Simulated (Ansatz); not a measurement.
AlClH6SSi2, SMILES [SiH3][SiH](S)[AlH][Cl], a single point in a Gaussian basis

Computed with Ansatz 0.2.0, Python API.

The script reads `alclh6ssi2.xyz`:
```text
11

Si   -1.40330    0.35760    1.20290
Si    0.44080   -0.43860    0.36430
S     2.06200    0.78450    0.98080
Al    0.39260   -0.41630   -1.99270
Cl    0.01840    1.47440   -3.07860
H    -1.63150    1.78960    0.69050
H    -2.55540   -0.42870    0.76020
H    -1.34270    0.43330    2.65300
H     0.63590   -1.79410    0.89220
H     3.02120   -0.02340    0.32970
H     0.42740   -1.79530   -2.78190
```

Typed at the interpreter:
```pycon
>>> import ansatz
>>> import numpy as np
>>> import pandas as pd
>>> alclh6ssi2 = ansatz.Crystal.molecule_from_extxyz("alclh6ssi2.xyz")
>>> calculation = (
...     alclh6ssi2.calculation()
...     .basis(gaussian="6-31G")
...     .functional("b3lyp")
...     .scf(lower_state_search="light")
...     .forces()
... )
>>> done = calculation.run(threads=1, backend="cpu")
>>> summary = done.report
>>> summary["free_energy_ev"]
-45806.64695602765
>>> summary["converged"], summary["free_energy_ev"]
(True, -45806.64695602765)
>>> summary["n_occupied"], summary["n_virtual"]
([40, 40], [37, 37])
>>> print("reference energy %16.6f eV" % summary["reference_energy_ev"])
reference energy    -45806.646956 eV
>>> print("total energy     %16.6f eV" % summary["free_energy_ev"])
total energy        -45806.646956 eV
>>> print("occupied orbitals outside the frozen core (up, down):", summary["n_occupied"], " frozen:", summary["n_frozen"], " virtual:", summary["n_virtual"])
occupied orbitals outside the frozen core (up, down): [40, 40]  frozen: 0  virtual: [37, 37]
>>> symbols = [site.symbol for site in alclh6ssi2.cartesian_sites]
>>> print("forces (eV/A)")
forces (eV/A)
>>> for symbol, f in zip(symbols, summary["forces_ev_ang"]):
...     print(f"  {symbol:2s} {f[0]:9.4f} {f[1]:9.4f} {f[2]:9.4f}")
...
  Si   -1.8716    2.1262    0.2477
  Si    0.1820   -1.4598   -1.1096
  S     2.4561    0.8742    0.4471
  Al   -0.3215   -0.3279   -0.7283
  Cl    0.0702   -0.0661   -0.0262
  H     0.0831   -0.5184    0.1698
  H    -0.5535   -0.4644   -0.1406
  H    -0.0605   -0.0489    0.9249
  H     0.0952   -0.7276    0.1426
  H    -0.1699    0.5793    0.4399
  H     0.0905    0.0333   -0.3673
>>> charges = summary["charge_distribution"]
>>> table = pd.DataFrame({"atom": symbols, "mulliken": charges["mulliken_charges_e"], "lowdin": charges["lowdin_charges_e"]})
>>> table.round(3)
   atom  mulliken  lowdin
0    Si     0.297   0.290
1    Si     0.019  -0.059
2     S    -0.211  -0.032
3    Al     0.638   0.259
4    Cl    -0.372  -0.136
5     H    -0.068  -0.065
6     H    -0.088  -0.071
7     H    -0.073  -0.073
8     H    -0.069  -0.056
9     H     0.063   0.073
10    H    -0.135  -0.130
>>> print("dipole (e A):", np.round(charges["dipole_moment_e_ang"], 4) + 0.0)
dipole (e A): [ 0.0172 -0.6612  0.1629]
```

The settings weren't tested for convergence. The geometry is a force-field or estimated start, not a minimum of this method, and the basis set is short of its limit. The Löwdin charges here are taken after orthogonalising the functions within each atom; they differ from plain Löwdin charges, and their signs can be unphysical. b3lyp holds the VWN-RPA fit, as in Gaussian; the form of ORCA and Turbomole is b3lyp5. Finished in 6.6 s on 1 thread of Arm Neoverse V1 (shared host), peak memory 0.3 GiB.
